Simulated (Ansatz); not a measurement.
# SnH₃Cl (built from SMILES [Cl][SnH3]): a barrier at many levels of theory

How high is the barrier of this step (Cl2–H3 formed, Sn1–Cl2 loosened, Sn1–H3 broken), and how far do cheaper methods land from CCSD(T)?

Method: single points in def2-TZVPP on PBE0-D4/def2-TZVP structures; program: Ansatz 0.2.0, Gaussian basis.

Levels: SPW92, PBE-D4, BLYP-D4, r2SCAN-D4, B97M-V, PBE0-D4, B3LYP-D4, r2SCAN0-D4, BHLYP-D4, CAM-B3LYP-D4, wB97X-V, wB97M-V, B2PLYP, PBE-QIDH, RPA on PBE, Hartree-Fock, MP2, CCSD, CCSD(T). The reference is CCSD(T) at the basis limit, from triple and quadruple zeta. Zero-point energies come from PBE0-D4 vibrations.

Correlated methods freeze the cores. Filled d shells of the heavier atoms are correlated. Core potentials replace the inner electrons past krypton, and spin-orbit coupling is left out. B3LYP uses VWN-RPA correlation. B2PLYP carries no dispersion term here.

44 further runs of the same task are left out: 2 that didn't finish, 42 set aside as unsound or not needed.

## (1) The three structures

Charge 0, multiplicity 1. The folders r, ts and p hold the start, the saddle and the end; their coordinates stand in the first inputs.

```
   pair  r (Å)  ts (Å)  p (Å)
 Cl2–H3  3.246   1.659  1.282
Sn1–Cl2  2.333   2.665  2.924
 Sn1–H3  1.700   1.815  3.350
```

## (2) SPW92/def2-TZVPP

r/in.yaml reads:

```yaml
crystal:
  periodic: [false, false, false]
  atoms:
    - {symbol: Sn, position_ang: [-0.123632, -0.075101, 0.114394]}
    - {symbol: Cl, position_ang: [1.439584, 0.872110, -1.336236]}
    - {symbol: H, position_ang: [-0.800094, -1.394589, -0.717655]}
    - {symbol: H, position_ang: [-1.260691, 1.145620, 0.442177]}
    - {symbol: H, position_ang: [0.744933, -0.548040, 1.497319]}
basis:
  gaussian: {orbitals: def2-TZVPP}
hamiltonian: {xc: lda}
```

ts/in.yaml reads:

```yaml
crystal:
  periodic: [false, false, false]
  atoms:
    - {symbol: Sn, position_ang: [-0.479579, -0.288808, 0.448675]}
    - {symbol: Cl, position_ang: [1.090922, 0.278525, -1.628735]}
    - {symbol: H, position_ang: [-0.065356, -0.842883, -1.229484]}
    - {symbol: H, position_ang: [-1.235653, 1.239251, 0.698863]}
    - {symbol: H, position_ang: [0.689766, -0.386085, 1.710681]}
basis:
  gaussian: {orbitals: def2-TZVPP}
hamiltonian: {xc: lda}
```

p/in.yaml reads:

```yaml
crystal:
  periodic: [false, false, false]
  atoms:
    - {symbol: Sn, position_ang: [-0.829824, -0.404978, 0.924082]}
    - {symbol: Cl, position_ang: [0.832894, 0.098354, -1.427386]}
    - {symbol: H, position_ang: [0.405618, -0.866747, -2.155722]}
    - {symbol: H, position_ang: [-1.099777, 1.344319, 0.857993]}
    - {symbol: H, position_ang: [0.691191, -0.170947, 1.801034]}
basis:
  gaussian: {orbitals: def2-TZVPP}
hamiltonian: {xc: lda}
```

One command serves all of them, each in its own folder.

Command:

```sh
$ ansatz run in.yaml --threads 2 --pin off --events-out ev --progress --plain --max-ram 4352MiB
```

Further steps of the session: PBE-D4/def2-TZVPP; BLYP-D4/def2-TZVPP; r2SCAN-D4/def2-TZVPP; B97M-V/def2-TZVPP; PBE0-D4/def2-TZVPP; B3LYP-D4/def2-TZVPP; r2SCAN0-D4/def2-TZVPP; BHLYP-D4/def2-TZVPP; CAM-B3LYP-D4/def2-TZVPP; wB97X-V/def2-TZVPP; wB97M-V/def2-TZVPP; B2PLYP/def2-TZVPP; PBE-QIDH/def2-TZVPP; RPA on PBE/def2-TZVPP; CCSD(T)/def2-TZVPP; MP2/def2-QZVPP; SPW92/def2-SVP; PBE-D4/def2-SVP; PBE0-D4/def2-SVP; wB97M-V/def2-SVP; CCSD(T)/def2-SVP; Vibrations of the start structure; Vibrations of the end structure.

Q: Predict the outcome of this session. Wanted: barrier, CCSD(T)/CBS; reverse barrier, CCSD(T)/CBS; step energy, CCSD(T)/CBS; barrier with zero-point energy; step energy with zero-point energy; imaginary mode at the saddle; largest T1 diagnostic.

The runs gave:

| quantity | value |
| --- | --- |
| barrier, CCSD(T)/CBS | 50.1 kcal/mol |
| reverse barrier, CCSD(T)/CBS | 15.6 kcal/mol |
| step energy, CCSD(T)/CBS | +34.5 kcal/mol |
| barrier with zero-point energy | 47.9 kcal/mol |
| step energy with zero-point energy | +33.3 kcal/mol |
| imaginary mode at the saddle | 985i cm⁻¹ |
| largest T1 diagnostic | 0.015 |

What this shows: The functionals run from CAM-B3LYP-D4, off by +0.6 kcal/mol, to SPW92, off by -12.4 kcal/mol, against CCSD(T)/CBS. By rung, the mean size of the error is: LDA 12.4, GGA 10.6, meta-GGA 3.1, hybrid 3.1, range-separated hybrid 2.0, double hybrid 2.1 kcal/mol. PBE-D4 gives a barrier 10.5 kcal/mol too low, outside chemical accuracy (1 kcal/mol). Every functional without exact exchange puts the barrier too low, the usual mark of self-interaction error, which favours the spread-out density of a saddle. The barrier rises with the share of exact exchange, from BLYP-D4 through B3LYP-D4 to BHLYP-D4 (-10.6, -4.7, +3.9 kcal/mol). Hartree-Fock, with no correlation, is off by +16.7 kcal/mol. Zero-point motion lowers the barrier by 2.2 kcal/mol. The restricted Hartree–Fock reference is unstable towards an unrestricted one at one or more of these structures.
